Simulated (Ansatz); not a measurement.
# CH₃BBr₂O: ionisation energy by level of theory

An exercise on one series of results from a longer session: the logs are not shown, and one member is left open.

The runs use Ansatz 0.2.0, Gaussian basis; unrestricted cation, the program's frozen cores in correlated methods.

The runs, in order: UKS PBE-D4/def2-TZVPP; UKS r2SCAN-D4/def2-TZVPP; UKS PBE0-D4/def2-TZVPP; UKS B3LYP-D4/def2-TZVPP; UKS wB97X-V/def2-TZVPP; UKS wB97M-V/def2-TZVPP; UKS B2PLYP/def2-TZVPP; UHF-CCSD(T)/def2-TZVPP; UHF-MP2/def2-QZVPP; extrapolation to the limit; then −ε(HOMO) from the neutral's earlier runs with LDA (SPW92), PBE-D4, revPBE-D4, BLYP-D4, r2SCAN-D4, B97M-V, PBE0-D4, B3LYP-D4, r2SCANh-D4, r2SCAN0-D4, HSE06-D4, BHLYP-D4, CAM-B3LYP-D4, LC-ωPBE, ωB97X-V, ωB97M-V.

## The relaxed structure

The geometry comes from an earlier relaxation with PBE0-D4 in a triple-zeta def2 set; it is a stationary point, not always the lowest conformer.

SMILES `COB(Br)Br`, 8 atoms, charge 0, spin multiplicity 1.

Atoms are counted from 1 here; the program's logs count them from 0.

Bond lengths: C1–O2 1.418 Å, C1–H6 1.090 Å, C1–H7 1.090 Å, C1–H8 1.091 Å, O2–B3 1.326 Å, B3–Br4 1.915 Å, B3–Br5 1.928 Å. Angles: O2–C1–H6 108.0°, O2–C1–H7 108.2°, O2–C1–H8 111.5°, H6–C1–H7 109.3°, H6–C1–H8 110.0°, H7–C1–H8 109.9°, C1–O2–B3 127.2°, O2–B3–Br4 117.8°, O2–B3–Br5 123.5°, Br4–B3–Br5 118.7°.

The first run:

in.yaml

```yaml
crystal:
  periodic: [false, false, false]
  atoms:
    - {symbol: C, position_ang: [-0.944860, -0.532536, -0.461608]}
    - {symbol: O, position_ang: [0.184347, -0.547574, 0.395157]}
    - {symbol: B, position_ang: [1.069391, 0.423711, 0.571202]}
    - {symbol: Br, position_ang: [2.500305, 0.116416, 1.806786]}
    - {symbol: Br, position_ang: [0.987663, 2.116040, -0.347964]}
    - {symbol: H, position_ang: [-0.866211, -1.384875, -1.136664]}
    - {symbol: H, position_ang: [-1.839081, -0.641507, 0.152727]}
    - {symbol: H, position_ang: [-0.999454, 0.393225, -1.035435]}
basis:
  gaussian: {orbitals: def2-TZVPP}
total_charge: 1
magnetization: {spin_polarized: true, initial_magnetization: 1}
hamiltonian: {xc: pbe, dispersion: d4}
```

The run is started by

```sh
> ansatz run in.yaml --threads 2 --pin off --events-out ev --progress --plain --max-ram 32768MiB --backend cpu
```

Steps of the session up to this table: Cation, UKS PBE-D4/def2-TZVPP; Cation, UKS r2SCAN-D4/def2-TZVPP; Cation, UKS PBE0-D4/def2-TZVPP; Cation, UKS B3LYP-D4/def2-TZVPP; Cation, UKS wB97X-V/def2-TZVPP; Cation, UKS wB97M-V/def2-TZVPP; Cation, UKS B2PLYP (frozen core)/def2-TZVPP; Cation, UHF-CCSD(T)/def2-TZVPP; Cation, UHF-MP2/def2-QZVPP.

One table of the session follows, with a row left open; its other results are not shown here.

For comparison, −ε(HOMO) of the neutral from earlier runs:

| functional | −ε(HOMO) (eV) |
| --- | --- |
| LDA (SPW92) | 7.02 |
| PBE-D4 | 6.85 |
| revPBE-D4 | 6.80 |
| BLYP-D4 | 6.66 |
| r2SCAN-D4 | 7.19 |
| B97M-V | 7.27 |
| PBE0-D4 | 8.15 |
| B3LYP-D4 | 7.86 |
| r2SCANh-D4 | 7.66 |
| r2SCAN0-D4 | 8.36 |
| HSE06-D4 | 7.75 |
| BHLYP-D4 | 9.26 |
| CAM-B3LYP-D4 | 9.45 |
| LC-ωPBE | 10.86 |
| ωB97X-V | ? |
| ωB97M-V | 10.34 |

Estimate the missing values for ωB97X-V.

**Answer.** −ε(HOMO) (eV): 10.49. In the column «−ε(HOMO) (eV)» it lies between ωB97M-V (10.34) and LC-ωPBE (10.86).
